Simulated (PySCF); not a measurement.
# AlSn+: bond curves at several levels of theory

An exercise on one series of results from a longer session: the logs are not shown, and one member is left open.

The runs use PySCF 2.14.0; Al cc-pV(D+d)Z, Sn cc-pVDZ-PP with ECP28, scalar-relativistic core potentials.

The first run:

Settings of the job:

```yaml
atoms: Al, Sn
charge: 1
basis: Al cc-pV(D+d)Z, Sn cc-pVDZ-PP with ECP28
Hamiltonian: scalar-relativistic core potentials
basis_functions: 46
electrons_treated: 34
masses_in_u: 26.9815, 119.9022
levels: PBE0, PBE, r²SCAN, B97-3, MN15, M06-L, HF, MP2, SCS-MP2, CCSD, CCSD(T)
grid: 80 radial by 434 angular points
occupations: held fixed by the projection of orbital angular momentum
dissociation_limit: Al+ + Sn, each in its ground configuration
starting_distance_in_angstrom: 2.645
values_of_2S_to_try: 0, 2
```

Run with:

```bash
OMP_NUM_THREADS=1 python dia.py task.json out
```

Steps of the session up to this table: Set-up; First curve: PBE0; Higher solutions at PBE0; PBE (GGA); r²SCAN; B97-3; MN15 (hybrid meta-GGA); M06-L (meta-GGA); UHF (mean field); Correlated methods on the Hartree–Fock reference.

One of the session's tables, all rows but one given; the rest of the session is left out.

Energy (eV) from each level's lowest point:

```
R (Å)    UHF  UHF-MP2  UHF-SCS-MP2  UHF-CCSD  UHF-CCSD(T)
2.593  0.538    0.410        0.438       n/a          n/a
2.713  0.299    0.200        0.221     0.221        0.204
2.834      ?        ?            ?         ?            ?
2.925  0.077    0.030        0.039     0.037        0.029
3.015  0.032    0.006        0.010     0.009        0.005
3.106  0.008    0.000        0.000     0.000        0.000
3.226  0.000    0.013        0.007     0.011        0.015
3.377  0.016    0.050        0.039     0.047        0.057
3.558  0.059    0.112        0.095     0.110        0.125
3.799  0.135    0.207        0.183       n/a          n/a
```

Q: Estimate the row for R (Å) = 2.834 from the others.

Worked estimate for «UHF». A straight line through the neighbours (2.713, 0.299) and (2.925, 0.077) gives 0.299 + (0.077 − 0.299) × (2.834 − 2.713) / (2.925 − 2.713) = 0.172; a parabola fitted to 4 rows on both sides gives 0.144.

As computed: UHF: 0.148; UHF-MP2: 0.080; UHF-SCS-MP2: 0.094; UHF-CCSD: 0.091; UHF-CCSD(T): 0.080. In «UHF» the line misses by +0.024 and the parabola by -0.004.
